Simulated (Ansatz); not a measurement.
# CH6BBrSi: up Jacob's ladder to CCSD(T)

An exercise on one series of results from a longer session: the logs are not shown, and one member is left open.

The runs use Ansatz 0.2.0, Gaussian basis; functionals in def2-TZVPP, the program's frozen cores in correlated methods.

Plan: LDA (SPW92), PBE-D4, revPBE-D4, BLYP-D4, r2SCAN-D4, B97M-V, PBE0-D4, B3LYP-D4, r2SCANh-D4, r2SCAN0-D4, HSE06-D4, BHLYP-D4, CAM-B3LYP-D4, LC-ωPBE, ωB97X-V, ωB97M-V, B2PLYP, PBE-QIDH; CCSD(T)/def2-SVP; CCSD(T)/def2-TZVPP; MP2/def2-QZVPP; extrapolation to the limit; RPA on PBE.

## The relaxed structure

All runs share one geometry, relaxed beforehand with PBE0-D4 in a triple-zeta def2 set.

SMILES `[SiH3]BCBr`, 10 atoms, charge 0, spin multiplicity 1.

Atoms are counted from 1 here; the program's logs count them from 0.

Bond lengths: Si1–B2 2.010 Å, Si1–H5 1.494 Å, Si1–H6 1.492 Å, Si1–H7 1.489 Å, B2–C3 1.557 Å, B2–H8 1.196 Å, C3–Br4 1.988 Å, C3–H9 1.086 Å, C3–H10 1.086 Å. Angles: B2–Si1–H5 109.4°, B2–Si1–H6 111.9°, B2–Si1–H7 112.7°, H5–Si1–H6 107.4°, H5–Si1–H7 107.3°, H6–Si1–H7 108.1°, Si1–B2–C3 121.3°, Si1–B2–H8 121.3°, C3–B2–H8 117.1°, B2–C3–Br4 79.7°, B2–C3–H9 120.9°, B2–C3–H10 121.3°, Br4–C3–H9 106.7°, Br4–C3–H10 106.1°, H9–C3–H10 113.1°.

Coordinates:

```xyz
10
charge 0, multiplicity 1
Si   -1.4991    0.1667   -0.3748
B     0.5066    0.2341   -0.4864
C     1.3983   -0.6161    0.4661
Br    1.3240    1.0936    1.4783
H    -2.0304   -0.6589   -1.5003
H    -1.9640   -0.4618    0.8963
H    -2.1259    1.5133   -0.4803
H     1.0614    0.8457   -1.3515
H     2.4446   -0.7975    0.2371
H     0.9678   -1.3702    1.1184
```

The first run:

Contents of in.yaml:

```yaml
crystal:
  periodic: [false, false, false]
  atoms:
    - {symbol: Si, position_ang: [-1.499104, 0.166740, -0.374831]}
    - {symbol: B, position_ang: [0.506570, 0.234079, -0.486363]}
    - {symbol: C, position_ang: [1.398286, -0.616069, 0.466067]}
    - {symbol: Br, position_ang: [1.323974, 1.093564, 1.478260]}
    - {symbol: H, position_ang: [-2.030406, -0.658920, -1.500341]}
    - {symbol: H, position_ang: [-1.964003, -0.461788, 0.896329]}
    - {symbol: H, position_ang: [-2.125931, 1.513341, -0.480301]}
    - {symbol: H, position_ang: [1.061410, 0.845749, -1.351469]}
    - {symbol: H, position_ang: [2.444553, -0.797460, 0.237122]}
    - {symbol: H, position_ang: [0.967751, -1.370234, 1.118427]}
basis:
  gaussian: {orbitals: def2-TZVPP}
hamiltonian: {xc: lda}
output: {orbitals: {seedname: orbitals}}
```

Steps of the session up to this table: LDA; PBE-D4 (GGA); revPBE-D4 (GGA); BLYP-D4 (GGA); r2SCAN-D4 (meta-GGA); B97M-V (meta-GGA); PBE0-D4 (hybrid); B3LYP-D4 (hybrid); r2SCANh-D4 (hybrid); r2SCAN0-D4 (hybrid); HSE06-D4 (hybrid); BHLYP-D4 (hybrid); CAM-B3LYP-D4 (range-separated); LC-ωPBE (range-separated); ωB97X-V (range-separated); ωB97M-V (range-separated); B2PLYP (double hybrid); PBE-QIDH (double hybrid).

One table of the session follows, with a row left open; its other results are not shown here.

It belongs to the step «Orbital energies across the functionals». 

```
  functional  HOMO (eV)  gap (eV)
 LDA (SPW92)      -6.82      4.33
      PBE-D4      -6.74      4.49
   revPBE-D4      -6.70      4.55
     BLYP-D4      -6.63      4.50
   r2SCAN-D4      -7.02      5.05
      B97M-V          ?         ?
     PBE0-D4      -7.97      6.71
    B3LYP-D4      -7.78      6.27
  r2SCANh-D4      -7.47      5.85
  r2SCAN0-D4      -8.14      7.04
    HSE06-D4      -7.57      5.93
    BHLYP-D4      -9.13      8.89
CAM-B3LYP-D4      -9.34      9.15
     LC-ωPBE     -10.68     11.69
     ωB97X-V     -10.34     11.22
     ωB97M-V     -10.13     10.78
```

Q: Estimate the row for B97M-V from the others.

The run gave: HOMO (eV): -7.12; gap (eV): 5.13. In the column «HOMO (eV)» it lies between r2SCANh-D4 (-7.47) and r2SCAN-D4 (-7.02).
